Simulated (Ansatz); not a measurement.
**CH₆ClFGeOSi: up Jacob's ladder to CCSD(T)**

An exercise on one series of results from a longer session: the logs are not shown, and one member is left open.

Program: Ansatz 0.2.0, Gaussian basis. Level of theory: functionals in def2-TZVPP, the program's frozen cores in correlated methods. These are calculated values, not measurements.

The runs, in order: LDA (SPW92), PBE-D4, revPBE-D4, BLYP-D4, r2SCAN-D4, B97M-V, PBE0-D4, B3LYP-D4, r2SCANh-D4, r2SCAN0-D4, HSE06-D4, BHLYP-D4, CAM-B3LYP-D4, LC-ωPBE, ωB97X-V, ωB97M-V, B2PLYP, PBE-QIDH; CCSD(T)/def2-SVP; MP2/def2-TZVPP; MP2/def2-QZVPP; RPA on PBE.

## Structure used throughout

An earlier PBE0-D4 in a triple-zeta def2 set relaxation fixed the geometry.

SMILES `CO[Si](F)(Cl)[GeH3]`, 12 atoms, charge 0, spin multiplicity 1.

Atoms are counted from 1 here; the program's logs count them from 0.

Bond lengths: C1–O2 1.415 Å, C1–H7 1.093 Å, C1–H8 1.095 Å, C1–H9 1.090 Å, O2–Si3 1.620 Å, Si3–F4 1.595 Å, Si3–Cl5 2.036 Å, Si3–Ge6 2.374 Å, Ge6–H10 1.534 Å, Ge6–H11 1.535 Å, Ge6–H12 1.538 Å. Angles: O2–C1–H7 110.9°, O2–C1–H8 111.5°, O2–C1–H9 107.8°, H7–C1–H8 108.9°, H7–C1–H9 109.0°, H8–C1–H9 108.6°, C1–O2–Si3 125.5°, O2–Si3–F4 109.3°, O2–Si3–Cl5 106.1°, O2–Si3–Ge6 114.2°, F4–Si3–Cl5 107.8°, F4–Si3–Ge6 108.3°, Cl5–Si3–Ge6 111.0°, Si3–Ge6–H10 110.0°, Si3–Ge6–H11 109.5°, Si3–Ge6–H12 110.2°, H10–Ge6–H11 109.5°, H10–Ge6–H12 108.9° and more.

The first run:

in.yaml reads:

```yaml
crystal:
  periodic: [false, false, false]
  atoms:
    - {symbol: C, position_ang: [-1.824079, -0.581936, 0.717102]}
    - {symbol: O, position_ang: [-1.208121, 0.661971, 0.440624]}
    - {symbol: Si, position_ang: [0.387540, 0.941772, 0.437486]}
    - {symbol: F, position_ang: [0.992096, 0.567556, 1.865589]}
    - {symbol: Cl, position_ang: [0.609236, 2.948478, 0.176011]}
    - {symbol: Ge, position_ang: [1.584625, -0.268072, -1.217126]}
    - {symbol: H, position_ang: [-1.674052, -0.867836, 1.761455]}
    - {symbol: H, position_ang: [-1.433875, -1.375791, 0.071567]}
    - {symbol: H, position_ang: [-2.892090, -0.473316, 0.528883]}
    - {symbol: H, position_ang: [3.088237, 0.003094, -1.078682]}
    - {symbol: H, position_ang: [1.113064, 0.165964, -2.611715]}
    - {symbol: H, position_ang: [1.334521, -1.777085, -1.057194]}
basis:
  gaussian: {orbitals: def2-TZVPP}
hamiltonian: {xc: lda}
output: {orbitals: {seedname: orbitals}}
```

Launch:

```
ansatz run in.yaml --threads 4 --pin off --events-out ev --progress --plain --max-ram 11315MiB
```

Steps of the session up to this table: LDA; PBE-D4 (GGA); revPBE-D4 (GGA); BLYP-D4 (GGA); r2SCAN-D4 (meta-GGA); B97M-V (meta-GGA); B3LYP-D4 (hybrid); r2SCANh-D4 (hybrid); r2SCAN0-D4 (hybrid); HSE06-D4 (hybrid); BHLYP-D4 (hybrid); CAM-B3LYP-D4 (range-separated); LC-ωPBE (range-separated); ωB97X-V (range-separated); ωB97M-V (range-separated); B2PLYP (double hybrid); PBE-QIDH (double hybrid).

One of the session's tables, all rows but one given; the rest of the session is left out.

It belongs to the step «Frontier levels by functional». 

```
  functional  HOMO (eV)  gap (eV)
 LDA (SPW92)          ?         ?
      PBE-D4      -6.99      6.24
   revPBE-D4      -6.93      6.29
     BLYP-D4      -6.88      6.29
   r2SCAN-D4      -7.30      6.80
      B97M-V      -7.41      6.80
     PBE0-D4      -8.27      8.36
    B3LYP-D4      -8.07      7.97
  r2SCANh-D4      -7.77      7.56
  r2SCAN0-D4      -8.48      8.70
    HSE06-D4      -7.88      7.59
    BHLYP-D4      -9.44     10.45
CAM-B3LYP-D4      -9.59     10.74
     LC-ωPBE     -10.86     13.15
     ωB97X-V     -10.55     12.70
     ωB97M-V     -10.36     12.27
```

**Question.** Estimate the row for LDA (SPW92).

As computed: HOMO (eV): -7.13; gap (eV): 6.14. In the column «HOMO (eV)» it lies between r2SCAN-D4 (-7.30) and PBE-D4 (-6.99).
